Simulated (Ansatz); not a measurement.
# GeH₂ (triplet): wave-function methods side by side at scale of all distances = 1.499, cc-pVDZ

Aim: climb from Hartree-Fock through coupled cluster and multireference methods for GeH₂ (triplet) at one geometry and basis, and see what each rung misses.

Computed with Ansatz 0.2.0, Gaussian basis. Level: cc-pVDZ, core rule «outside noble gas», up to 14 orbitals frozen.

To be run: UHF; CCSD(T) on ROHF; CCSD(T) on UHF; BCCD(T) on ROHF; CISD; CCSDT(Q) on ROHF; CCSDT(Q) on UHF; CISDTQ; CASSCF and MRCISD+Q, 4 electrons in 4 orbitals; CASSCF and NEVPT2, 4 electrons in 4 orbitals; CASSCF and MRCISD+Q, 6 electrons in 6 orbitals; CASSCF and NEVPT2, 6 electrons in 6 orbitals; Full CI.

10 further runs of the same task are left out: 8 that didn't finish, 2 set aside as unsound or not needed.

## (1) What is computed

The geometry derives from a PBE0/def2-TZVP stationary point (not a proven minimum). All distances are scaled together. No spin-orbit coupling is included. The filled d shell of Ge may be among the frozen orbitals whatever the setting's name suggests; the logs give the count.

3 atoms, charge 0, spin multiplicity 3.

Atoms are counted from 1 here; the program's logs count them from 0.

No contacts short enough for the rule that draws bonds.

Coordinates:

```xyz
3
GeH2
Ge    0.0000   -0.0312    0.0000
H     0.0000    1.1228   -2.0003
H     0.0000    1.1228    2.0003
```

## (2) UHF

Input file in.yaml:

```yaml
crystal:
  periodic: [false, false, false]
  atoms:
    - {symbol: Ge, position_ang: [0.000000, -0.031160, 0.000000]}
    - {symbol: H, position_ang: [0.000000, 1.122799, -2.000267]}
    - {symbol: H, position_ang: [0.000000, 1.122799, 2.000267]}
basis:
  gaussian: {orbitals: cc-pVDZ}
magnetization: {spin_polarized: true, initial_magnetization: 2}
hamiltonian: {xc: hf}
output: {orbitals: {seedname: orbitals}}
```

Launch:

```
ansatz run in.yaml --threads 1 --pin off --events-out ev --progress --plain --max-ram 2393MiB
```

After this run come: CCSD(T) on ROHF; CCSD(T) on UHF; BCCD(T) on ROHF; CISD; CCSDT(Q) on ROHF; CCSDT(Q) on UHF; CISDTQ; CASSCF and MRCISD+Q, 4 electrons in 4 orbitals; CASSCF and NEVPT2, 4 electrons in 4 orbitals; CASSCF and MRCISD+Q, 6 electrons in 6 orbitals; CASSCF and NEVPT2, 6 electrons in 6 orbitals; Full CI.

Q: Predict the results of all the runs planned. Wanted: FCI below the RHF energy; RMP2 from FCI; UMP2 from FCI; RCCSD from FCI; RCCSD(T) from FCI; UCCSD(T) from FCI; RCCSDT(Q) from FCI; UCCSDT(Q) from FCI; NEVPT2 pair from FCI.

The runs gave:

```
                         quantity                                                           value
         FCI below the RHF energy                                                      -3.2322 eV
                    RMP2 from FCI                                                 +26.37 kcal/mol
                    UMP2 from FCI                                                 +29.56 kcal/mol
                   RCCSD from FCI                                                  +5.13 kcal/mol
                RCCSD(T) from FCI                                                  +1.56 kcal/mol
                UCCSD(T) from FCI                                                  +1.51 kcal/mol
               RCCSDT(Q) from FCI                                                  +0.02 kcal/mol
               UCCSDT(Q) from FCI                                                  -0.15 kcal/mol
             NEVPT2 pair from FCI                                                 +19.90 kcal/mol
           MRCISD+Q pair from FCI                                                  +4.69 kcal/mol
          NEVPT2 valence from FCI                                                  +9.08 kcal/mol
levels within 1 kcal/mol (43 meV)  RCCSDT, UCCSDT, CISDTQ, RCCSDT(Q), UCCSDT(Q), MRCISD+Q valence
                    T1 diagnostic                                                           0.044
   effectively unpaired electrons                                                            2.26
```

**Reading.** RCCSD(T) lands +1.56 kcal/mol from the yardstick (2.1 % of the correlation energy). UCCSDT(Q) falls below full CI: unrestricted runs freeze a spin-polarised core, another one than full CI's, and coupled cluster isn't variational. The occupations show some static correlation. Of the multireference levels listed MRCISD+Q valence comes nearest in total energy (+0.06 kcal/mol), which doesn't show that its space is the better one. Coupled cluster took another determinant than the lowest Hartree-Fock one. These misses are within one basis, not against nature; the frozen cores of restricted and unrestricted runs differ, which can shift their rows.
